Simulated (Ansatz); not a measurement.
**SnTe (SMILES [Sn][Te]): wB97M-V/STO-3G**

Aim: the energy change on altering one bond length of SnTe at wB97M-V/STO-3G, from 2 runs. 

The calculation is run with Ansatz 0.2.0.

48 further runs of the same task are left out: 11 that didn't finish, 37 set aside as unsound or not needed.

### 1 Starting point

The species is SnTe (2 atoms), meant as a singlet with charge 0. SMILES: `[Sn][Te]`. Geometry: a GFN2-xTB relaxation, a rough one for these elements and not checked as a minimum.

Bond lengths: Sn1–Te2 2.537 Å.

### 2 A single-point energy at wB97M-V/STO-3G

job.yaml reads:

```yaml
crystal:
  periodic: [false, false, false]
  atoms:
    - {symbol: Sn, position_ang: [0.000000, 0.000000, 0.000000]}
    - {symbol: Te, position_ang: [0.000000, 0.000000, 2.536770]}
basis:
  gaussian: {orbitals: STO-3G}
total_charge: 0
hamiltonian: {xc: {name: wB97M-V}}
accuracy: high
```

Launch:

```console
$ ansatz run job.yaml --threads 1 --pin off --max-ram 2610MiB --events-out events.jsonl --progress --plain --runs-dir runs
```

Standard output:

```text
Warning: RAYON_NUM_THREADS=1 ignored (pool sized by the plan → 1); use --threads N
Functional definition: wB97M-V
  name "wB97M-V"
  parameter omega = 0.3/bohr
  parameter cx = 0.15
  parameter cx01 = 1.007
  parameter cx10 = 0.259
  parameter css00 = 0.443
  parameter css04 = -1.437
  parameter css10 = -4.535
  parameter css20 = -3.390
  parameter css43 = 4.278
  parameter cos00 = 1.000
  parameter cos10 = 1.358
  parameter cos20 = 2.924
  parameter cos21 = -8.812
  parameter cos60 = -1.390
  parameter cos61 = 9.142
  parameter b = 6.0
  parameter c = 0.01
  gx(w, u) = 1 - cx + cx01*u + cx10*w
  gss(w, u) = css00 + css04*u^4 + css10*w + css20*w^2 + css43*w^4*u^3
  gos(w, u) = cos00 + cos10*w + (cos20 + cos21*u)*w^2 + (cos60 + cos61*u)*w^6
  exchange = spin_sum(e_x_unif_sr(omega)*gx(b97_w, b97_u_x)) + cx*exact_x_sr(omega) + exact_x_lr(omega)
  correlation = spin_sum(e_c_pw_mod_same_spin*gss(b97_w, b97_u_same))
      + integral(e_c_pw_mod_opposite_spin*gos(b97_w_opposite, b97_u_opposite)) + vv10(b, c)
827 factors; integrals over basis functions are off by at most 4.7e-9 eV
136 factors; integrals over basis functions are off by at most 1.9e-9 eV
mean field evaluation 1: about -340541.8988 eV, gradient 1.9e1 eV
mean field evaluation 2: about -340537.2354 eV, gradient 4.1e1 eV
mean field evaluation 4: about -340545.2730 eV, gradient 3.2e-1 eV
mean field evaluation 8: about -340545.2754 eV, gradient 2.1e-2 eV
mean field evaluation 16: about -340545.2754 eV, gradient 7.2e-8 eV
mean field -340545.27544987 eV, -12514.8080429046 hartree, gradient 7.2e-8 eV, S^2 0.000000; 0 other end points of the search recorded, 0 dependent functions left out
reference -340545.27545222 eV, -12514.8080429908 hartree; 51, 51 occupied and 3, 3 virtual orbitals, 827 factors
Total energy: -340545.27545222 eV, -12514.8080429908 hartree
```

Wall time 7.8 s (1 thread of AMD EPYC 9R45 (Zen 5), shared host); peak memory 0.38 GiB.

### 3 The distorted shape, same level

molecule.yaml reads:

```yaml
crystal:
  periodic: [false, false, false]
  atoms:
    - {symbol: Sn, position_ang: [0.000000, 0.000000, -0.634230]}
    - {symbol: Te, position_ang: [0.000000, 0.000000, 2.536770]}
basis:
  gaussian:
    orbitals: STO-3G
hamiltonian:
  xc: {name: wB97M-V}
accuracy: high
```

Launch:

```console
$ ansatz run molecule.yaml --threads 1 --pin off --max-ram 2610MiB --events-out events.jsonl --progress --plain --runs-dir runs
```

Standard output:

```text
Warning: RAYON_NUM_THREADS=1 ignored (pool sized by the plan → 1); use --threads N
[... 19 set-up lines as earlier in the session ...]
  gx(w, u) = 1 - cx + cx01*u + cx10*w
  gss(w, u) = css00 + css04*u^4 + css10*w + css20*w^2 + css43*w^4*u^3
  gos(w, u) = cos00 + cos10*w + (cos20 + cos21*u)*w^2 + (cos60 + cos61*u)*w^6
[... 2 set-up lines as earlier in the session ...]
      + integral(e_c_pw_mod_opposite_spin*gos(b97_w_opposite, b97_u_opposite)) + vv10(b, c)
806 factors; integrals over basis functions are off by at most 5.2e-9 eV
140 factors; integrals over basis functions are off by at most 9.8e-10 eV
mean field evaluation 1: about -340534.5966 eV, gradient 2.2e1 eV
mean field evaluation 2: about -340470.8645 eV, gradient 7.2e1 eV
mean field evaluation 4: about -340541.6028 eV, gradient 9.5e0 eV
mean field evaluation 8: about -340542.2732 eV, gradient 3.0e-1 eV
mean field evaluation 16: about -340542.2619 eV, gradient 3.2e-5 eV
mean field -340542.26194648 eV, -12514.6972986976 hartree, gradient 3.7e-9 eV, S^2 0.000000; 0 other end points of the search recorded, 0 dependent functions left out
reference -340542.26194899 eV, -12514.6972987896 hartree; 51, 51 occupied and 3, 3 virtual orbitals, 806 factors
Total energy: -340542.26194899 eV, -12514.6972987896 hartree
```

It took 8.4 s on 1 thread of AMD EPYC 9R45 (Zen 5), shared host; peak memory 0.37 GiB.

### 4 What came out

Level: wB97M-V/STO-3G.

| quantity | value |
| --- | --- |
| first shape: total energy | -12514.80804 Eh |
| distorted shape: total energy | -12514.69730 Eh |
| energy change with the Sn1–Te2 bond stretched from 2.537 to 3.171 Å | 3.014 eV |

In words: With the Sn1–Te2 bond stretched from 2.537 to 3.171 Å the energy rises by 3.01 eV (291 kJ/mol). The first shape isn't relaxed at this level, so the change isn't measured from a minimum. The minimal basis adds a large error of its own. Relativity is left out (first shape) although the molecule holds a heavy atom. Relativity is left out (distorted shape) although the molecule holds a heavy atom.
